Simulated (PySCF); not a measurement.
# One shape, several levels: Si2NH5Cl2 (SMILES [SiH3]N[SiH](Cl)Cl)

We compute a comparison of 4 runs (HF/cc-pVDZ, HF/def2-SVP, PBE/STO-3G, B2PLYP/6-311+G**) of Si2NH5Cl2. 

The results are computed with PySCF 2.14.0.

## 1. Starting point

Si2NH5Cl2: 10 atoms, total charge 0, spin state singlet. SMILES: `[SiH3]N[SiH](Cl)Cl`. The shape is that of a PBE0-D4/def2-TZVP optimisation. This is one conformer, not always the lowest.

Bond lengths: Si1–N2 1.736 Å, N2–Si3 1.697 Å, Si3–Cl4 2.045 Å, Si3–Cl5 2.049 Å, Si1–H6 1.486 Å, Si1–H7 1.483 Å, Si1–H8 1.486 Å, N2–H9 1.012 Å, Si3–H10 1.471 Å. Some angles: Si1–N2–Si3 128.0°, N2–Si3–Cl4 110.1°, N2–Si3–Cl5 112.6°, Cl4–Si3–Cl5 106.4°, Si1–N2–H9 116.2°, Si3–N2–H9 115.7°, N2–Si1–H6 111.5°, N2–Si1–H7 106.7°, N2–Si1–H8 110.6°, N2–Si3–H10 109.5°.

## 2. Energy and forces at HF/cc-pVDZ (run 1)

mol.xyz

```xyz
10

Si    -0.432600     1.542700    -0.208200
N      0.595500     0.163700     0.025200
Si     0.144900    -1.469200     0.125200
Cl     1.448900    -2.623800    -0.946900
Cl     0.188300    -2.180200     2.046200
H     -0.446300     2.421700     0.990100
H     -1.797000     1.019900    -0.460600
H      0.028800     2.349600    -1.367400
H      1.573600     0.359600     0.195100
H     -1.220800    -1.635100    -0.395800
```

job.py

```python
# [SiH3]N[SiH](Cl)Cl
from pyscf import gto, scf

system = gto.M(
    atom='mol.xyz',
    basis='cc-pvdz',
    charge=0,
    max_memory=1860,
    verbose=3,
)

mf = scf.RHF(system)
mf.conv_tol = 1e-10
mf.kernel()
if not mf.converged:
    mf = mf.newton().run(mf.mo_coeff, mf.mo_occ)

e_final = mf.e_tot
print(f'total energy: {e_final:.8f} hartree')
grad = mf.nuc_grad_method().kernel()
dip = mf.dip_moment()
pop, q = mf.mulliken_pop()
```

Started as:

```bash
OMP_NUM_THREADS=1 python job.py
```

Log:

```text
converged SCF energy = -1554.38604801955
total energy: -1554.38604802 hartree
[... 8 lines left out ...]
Dipole moment(X, Y, Z, Debye): -0.11433,  2.05869, -0.49831
[... 83 lines left out ...]
pop of  4 Cl 3dyz         0.00659
pop of  4 Cl 3dz^2        0.01107
pop of  4 Cl 3dxz         0.00313
pop of  4 Cl 3dx2-y2      0.00060
pop of  5 H 1s            0.73406
pop of  5 H 2s            0.37744
pop of  5 H 2px           0.00057
pop of  5 H 2py           0.00428
pop of  5 H 2pz           0.00755
pop of  6 H 1s            0.73438
pop of  6 H 2s            0.37120
pop of  6 H 2px           0.00986
pop of  6 H 2py           0.00169
pop of  6 H 2pz           0.00105
pop of  7 H 1s            0.73412
pop of  7 H 2s            0.37679
pop of  7 H 2px           0.00150
pop of  7 H 2py           0.00368
pop of  7 H 2pz           0.00723
pop of  8 H 1s            0.70247
pop of  8 H 2s            0.08317
pop of  8 H 2px           0.03386
pop of  8 H 2py           0.01250
pop of  8 H 2pz           0.01493
pop of  9 H 1s            0.73293
pop of  9 H 2s            0.33767
pop of  9 H 2px           0.01083
pop of  9 H 2py           0.00053
pop of  9 H 2pz           0.00172
 ** Mulliken atomic charges  **
charge of    0Si =      0.64555
charge of    1N =     -0.62355
charge of    2Si =      0.84965
charge of    3Cl =     -0.28524
charge of    4Cl =     -0.29041
charge of    5H =     -0.12390
charge of    6H =     -0.11818
charge of    7H =     -0.12332
charge of    8H =      0.15308
charge of    9H =     -0.08367
```

It took 19 s on 1 thread of Arm Neoverse V1, shared host; peak memory 0.26 GiB.

## 3. Energy and forces at HF/def2-SVP (run 2)

input.xyz

```xyz
10
Cl2H5NSi2
Si    -0.432600     1.542700    -0.208200
N      0.595500     0.163700     0.025200
Si     0.144900    -1.469200     0.125200
Cl     1.448900    -2.623800    -0.946900
Cl     0.188300    -2.180200     2.046200
H     -0.446300     2.421700     0.990100
H     -1.797000     1.019900    -0.460600
H      0.028800     2.349600    -1.367400
H      1.573600     0.359600     0.195100
H     -1.220800    -1.635100    -0.395800
```

job.py

```python
# [SiH3]N[SiH](Cl)Cl
import pyscf.grad
from pyscf import gto

mol = gto.M(
    atom='input.xyz',
    max_memory=1860,
    spin=0,
    basis='def2-svp',
    verbose=4,
)

hf = mol.RHF()
hf.conv_tol = 1e-10
hf.kernel()
if not hf.converged:
    hf = hf.newton().run(hf.mo_coeff, hf.mo_occ)

e_final = hf.e_tot
print(f'total energy: {e_final:.8f} hartree')
grad = hf.Gradients().kernel()
hf.analyze()
```

Started as:

```bash
OMP_NUM_THREADS=1 python job.py
```

Log:

```text
PySCF version 2.14.0

[... 86 lines left out ...]
MO #1   energy= -104.79131444512   occ= 2
[... 10 lines left out ...]
MO #12  energy= -8.02548610246904  occ= 2
[... 10 lines left out ...]
MO #23  energy= -1.1067469991179   occ= 2
[... 10 lines left out ...]
MO #34  energy= -0.472860652781625 occ= 2
[... 10 lines left out ...]
MO #45  energy= 0.242769558270729  occ= 0
[... 10 lines left out ...]
MO #56  energy= 0.643000117133046  occ= 0
[... 10 lines left out ...]
MO #67  energy= 0.947017415698643  occ= 0
[... 10 lines left out ...]
MO #78  energy= 1.15302550901867   occ= 0
[... 10 lines left out ...]
MO #89  energy= 1.46021972422365   occ= 0
[... 10 lines left out ...]
MO #100 energy= 2.00663220716308   occ= 0
[... 10 lines left out ...]
MO #111 energy= 3.56930956824018   occ= 0
[... 85 lines left out ...]
pop of  4 Cl 3dz^2        0.00821
pop of  4 Cl 3dxz         0.00198
pop of  4 Cl 3dx2-y2      0.00038
pop of  5 H 1s            1.14691
pop of  5 H 2s            0.00278
pop of  5 H 2px           0.00008
pop of  5 H 2py           0.00178
pop of  5 H 2pz           0.00346
pop of  6 H 1s            1.13606
pop of  6 H 2s            0.00221
pop of  6 H 2px           0.00428
pop of  6 H 2py           0.00060
pop of  6 H 2pz           0.00020
pop of  7 H 1s            1.14459
pop of  7 H 2s            0.00269
pop of  7 H 2px           0.00064
pop of  7 H 2py           0.00148
pop of  7 H 2pz           0.00314
pop of  8 H 1s            0.75503
pop of  8 H 2s            0.01057
pop of  8 H 2px           0.00190
pop of  8 H 2py           0.00022
pop of  8 H 2pz           0.00118
pop of  9 H 1s            1.13078
pop of  9 H 2s            0.00433
pop of  9 H 2px           0.00501
pop of  9 H 2py           0.00027
pop of  9 H 2pz           0.00084
 ** Mulliken atomic charges  **
charge of    0Si =      0.79730
charge of    1N =     -0.85316
charge of    2Si =      1.05637
charge of    3Cl =     -0.31595
charge of    4Cl =     -0.32356
charge of    5H =     -0.15500
charge of    6H =     -0.14335
charge of    7H =     -0.15253
charge of    8H =      0.23110
charge of    9H =     -0.14122
Dipole moment(X, Y, Z, Debye): -0.05462,  1.94608, -0.44769
```

Run time: 11 s. Hardware: 1 thread of Arm Neoverse V1, shared host; peak memory 0.26 GiB.

## 4. Energy and gradient at PBE/STO-3G (run 3)

input.py

```python
from pyscf import gto, dft

molecule = gto.Mole()
molecule.atom = '''
Si    -0.432600     1.542700    -0.208200
N      0.595500     0.163700     0.025200
Si     0.144900    -1.469200     0.125200
Cl     1.448900    -2.623800    -0.946900
Cl     0.188300    -2.180200     2.046200
H     -0.446300     2.421700     0.990100
H     -1.797000     1.019900    -0.460600
H      0.028800     2.349600    -1.367400
H      1.573600     0.359600     0.195100
H     -1.220800    -1.635100    -0.395800
'''
molecule.verbose = 4
molecule.basis = 'sto-3g'
molecule.max_memory = 1860
molecule.build()

myscf = dft.RKS(molecule)
myscf.xc = 'pbe'
myscf.conv_tol = 1e-10
myscf.grids.level = 5
myscf.kernel()
if not myscf.converged:
    myscf = myscf.newton().run(myscf.mo_coeff, myscf.mo_occ)

e_final = myscf.e_tot
print('Final energy', e_final)
grad = myscf.nuc_grad_method().kernel()
myscf.analyze()
```

Started as:

```bash
OMP_NUM_THREADS=1 python input.py
```

Log:

```text
PySCF version 2.14.0

[... 97 lines left out ...]
Nuclear Repulsion Energy =             428.145575294358594
[... 6 lines left out ...]
MO #1   energy= -99.5485408852867  occ= 2
[... 4 lines left out ...]
MO #6   energy= -8.92090078814095  occ= 2
[... 4 lines left out ...]
MO #11  energy= -6.75688098738354  occ= 2
[... 4 lines left out ...]
MO #16  energy= -3.34531317941229  occ= 2
[... 4 lines left out ...]
MO #21  energy= -3.25677402184983  occ= 2
[... 4 lines left out ...]
MO #26  energy= -0.455412739215203 occ= 2
[... 4 lines left out ...]
MO #31  energy= -0.276328933537404 occ= 2
[... 4 lines left out ...]
MO #36  energy= -0.195124427809199 occ= 2
[... 4 lines left out ...]
MO #41  energy= 0.24297729075965   occ= 0
[... 4 lines left out ...]
MO #46  energy= 0.40434607326767   occ= 0
[... 20 lines left out ...]
pop of  2 Si 2py          1.99790
pop of  2 Si 2pz          1.99781
pop of  2 Si 3px          0.78049
pop of  2 Si 3py          0.67603
pop of  2 Si 3pz          0.70573
pop of  3 Cl 1s           2.00000
pop of  3 Cl 2s           1.99981
pop of  3 Cl 3s           1.93579
pop of  3 Cl 2px          1.99974
pop of  3 Cl 2py          1.99978
pop of  3 Cl 2pz          1.99980
pop of  3 Cl 3px          1.74532
pop of  3 Cl 3py          1.78935
pop of  3 Cl 3pz          1.79396
pop of  4 Cl 1s           2.00000
pop of  4 Cl 2s           1.99982
pop of  4 Cl 3s           1.93723
pop of  4 Cl 2px          1.99996
pop of  4 Cl 2py          1.99989
pop of  4 Cl 2pz          1.99948
pop of  4 Cl 3px          1.95537
pop of  4 Cl 3py          1.89174
pop of  4 Cl 3pz          1.49041
pop of  5 H 1s            1.11132
pop of  6 H 1s            1.10652
pop of  7 H 1s            1.11048
pop of  8 H 1s            0.86431
pop of  9 H 1s            1.08813
 ** Mulliken atomic charges  **
charge of    0Si =      0.56400
charge of    1N =     -0.45823
charge of    2Si =      0.71243
charge of    3Cl =     -0.26355
charge of    4Cl =     -0.27389
charge of    5H =     -0.11132
charge of    6H =     -0.10652
charge of    7H =     -0.11048
charge of    8H =      0.13569
charge of    9H =     -0.08813
Dipole moment(X, Y, Z, Debye): -1.00210,  3.25288, -0.93843
```

It took 19 s on 1 thread of Arm Neoverse V1, shared host; peak memory 0.49 GiB.

## 5. A single-point energy at B2PLYP/6-311+G(d,p) (run 4)

calc.py

```python
# [SiH3]N[SiH](Cl)Cl
from pyscf import gto, dft, mp

system = gto.M(
    atom='''
Si    -0.432600     1.542700    -0.208200
N      0.595500     0.163700     0.025200
Si     0.144900    -1.469200     0.125200
Cl     1.448900    -2.623800    -0.946900
Cl     0.188300    -2.180200     2.046200
H     -0.446300     2.421700     0.990100
H     -1.797000     1.019900    -0.460600
H      0.028800     2.349600    -1.367400
H      1.573600     0.359600     0.195100
H     -1.220800    -1.635100    -0.395800
''',
    basis='6-311+g**',
    max_memory=1860,
    verbose=4,
)

ks = dft.RKS(system)
ks.xc = '0.53*HF + 0.47*B88, 0.73*LYP'
ks.conv_tol = 1e-10
ks.grids.level = 5
ks.kernel()
if not ks.converged:
    ks = ks.newton().run(ks.mo_coeff, ks.mo_occ)

pt = mp.MP2(ks, frozen=21).run()
e_tot = ks.e_tot + 0.27 * pt.e_corr
print('PT2 part  %.8f' % (0.27 * pt.e_corr))
print(f'total energy: {e_tot:.8f} hartree')
dip = ks.dip_moment()
pop, q = ks.mulliken_pop()
```

Started as:

```bash
OMP_NUM_THREADS=1 python calc.py
```

Log:

```text
PySCF version 2.14.0

[... 80 lines left out ...]
converged SCF energy = -1556.52650618652
[... 9 lines left out ...]
total energy: -1556.74220113 hartree
Dipole moment(X, Y, Z, Debye): -0.26096,  2.09910, -0.51980
[... 144 lines left out ...]
pop of  5 H 2s            0.60605
pop of  5 H 3s            0.28512
pop of  5 H 2px           0.00056
pop of  5 H 2py           0.00410
pop of  5 H 2pz           0.00720
pop of  6 H 1s            0.24971
pop of  6 H 2s            0.60418
pop of  6 H 3s            0.29251
pop of  6 H 2px           0.00932
pop of  6 H 2py           0.00171
pop of  6 H 2pz           0.00095
pop of  7 H 1s            0.24953
pop of  7 H 2s            0.60564
pop of  7 H 3s            0.28667
pop of  7 H 2px           0.00146
pop of  7 H 2py           0.00353
pop of  7 H 2pz           0.00685
pop of  8 H 1s            0.26425
pop of  8 H 2s            0.37223
pop of  8 H 3s            0.00305
pop of  8 H 2px           0.02106
pop of  8 H 2py           0.00949
pop of  8 H 2pz           0.01318
pop of  9 H 1s            0.25113
pop of  9 H 2s            0.59052
pop of  9 H 3s            0.25486
pop of  9 H 2px           0.00984
pop of  9 H 2py           0.00042
pop of  9 H 2pz           0.00151
 ** Mulliken atomic charges  **
charge of    0Si =      0.83257
charge of    1N =     -0.94815
charge of    2Si =      0.68990
charge of    3Cl =     -0.15994
charge of    4Cl =     -0.15820
charge of    5H =     -0.15257
charge of    6H =     -0.15838
charge of    7H =     -0.15368
charge of    8H =      0.31674
charge of    9H =     -0.10828
```

Run time: 76 s. Hardware: 1 thread of Arm Neoverse V1, shared host; peak memory 1.5 GiB.

## 6. The series

| run | level | integration grid | task | energy (Eh) | dipole moment (D) | HOMO energy (eV) | LUMO energy (eV) | wall time |
| --- | --- | --- | --- | --- | --- | --- | --- | --- |
| 1 | HF/cc-pVDZ | – | gradient | -1554.386048 | 2.12 | -11.39 | 3.69 | 19 s |
| 2 | HF/def2-SVP | – | gradient | -1553.872127 | 2.00 | -11.45 | 3.77 | 11 s |
| 3 | PBE/STO-3G | 5 | gradient | -1539.009508 | 3.53 | -3.62 | 2.41 | 19 s |
| 4 | B2PLYP/6-311+G** | 5 | energy | -1556.742201 | 2.18 | -9.42 | 0.39 | 76 s |

## 7. Outcome

```
                                  quantity           value
                       run 4: total energy  -1556.74220 Eh
           run 4: dipole moment (SCF part)          2.18 D
  run 4: HOMO energy (SCF part's orbitals)        -9.42 eV
  run 4: LUMO energy (SCF part's orbitals)         0.39 eV
run 4: HOMO–LUMO gap (SCF part's orbitals)         9.82 eV
```

The dipole moment (its size) runs from 2.00 D (HF/def2-SVP) to 3.53 D (PBE/STO-3G). The two ends differ in method and basis. The HOMO–LUMO gap runs from 6.03 eV (PBE/STO-3G) to 15.22 eV (HF/def2-SVP). Totals of different functionals can't be ranked against each other. In run 3 the basis is minimal, so the values are rough. All runs together took 2.1 min, the longest 76 s.
